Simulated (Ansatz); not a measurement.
# VGe3: the cost of one run

Computed with Ansatz 0.2.0 (DFT PBE, scalar-relativistic, plane waves, PAW, unless a step's input says otherwise).

## 1. The system as given

The structure is cubic, space group Pm-3m (No. 221). Conventional cell: a = 3.771 Å, b = 3.771 Å, c = 3.771 Å, α = 90.00°, β = 90.00°, γ = 90.00°. V (site symmetry m-3m) has 12 Ge at 2.67 Å as nearest neighbours. Ge (site symmetry 4/mmm) has 4 V at 2.67 Å and 8 Ge at 2.67 Å as nearest neighbours.

Coordinates:

```xyz
4
Lattice="3.7712 0.0000 0.0000 0.0000 3.7712 0.0000 0.0000 0.0000 3.7712" Properties=species:S:1:pos:R:3 pbc="T T T"
V     0.0000    0.0000    0.0000
Ge    0.0000    1.8856    1.8856
Ge    1.8856    0.0000    1.8856
Ge    1.8856    1.8856    0.0000
```

This is candidate A: Cu3Au (L1_2) type (Pm-3m, No. 221).

(A quick probe on a coarse mesh, which set the mesh and smearing, is not shown.)

## 3. Coarse relaxation (candidate A)

Contents of input.yaml:

```yaml
crystal:
  lattice:
    - [3.7712088146, 0.0, 0.0]
    - [0.0, 3.7712088146, 0.0]
    - [0.0, 0.0, 3.7712088146]
  atoms:
    - { symbol: V, position: [0.0, 0.0, 0.0], spin: 1.61 }
    - { symbol: Ge, position: [0.0, 0.5, 0.5] }
    - { symbol: Ge, position: [0.5, 0.0, 0.5] }
    - { symbol: Ge, position: [0.5, 0.5, 0.0] }
basis:
  ecutwfc: 420
kpoints:
  mp_grid: { grid: [4, 4, 4] }
hamiltonian:
  xc: pbe
scf:
  occupations: { method: gaussian, width: 0.1 }
  lower_state_search: "off"
output:
  forces: true
  stress: true
  eigenvalues: true
  populations: true
magnetization:
  spin_polarized: true
relax:
  adjacent_minimum: "off"
  f_tol: 0.04
  max_steps: 70
  cell: { stress_tol: 0.4 }
```

Started as:

```sh
$ ansatz run input.yaml --threads 1 --pin off --max-ram 2560MiB --backend cpu --events-out ev --progress --plain --runs-dir out
```

**Question.** How long does this run take on 1 thread of Intel Xeon 6975P-C (Granite Rapids), shared host, and how much memory does it need?

About 15 s, with a peak of 0.39 GiB.
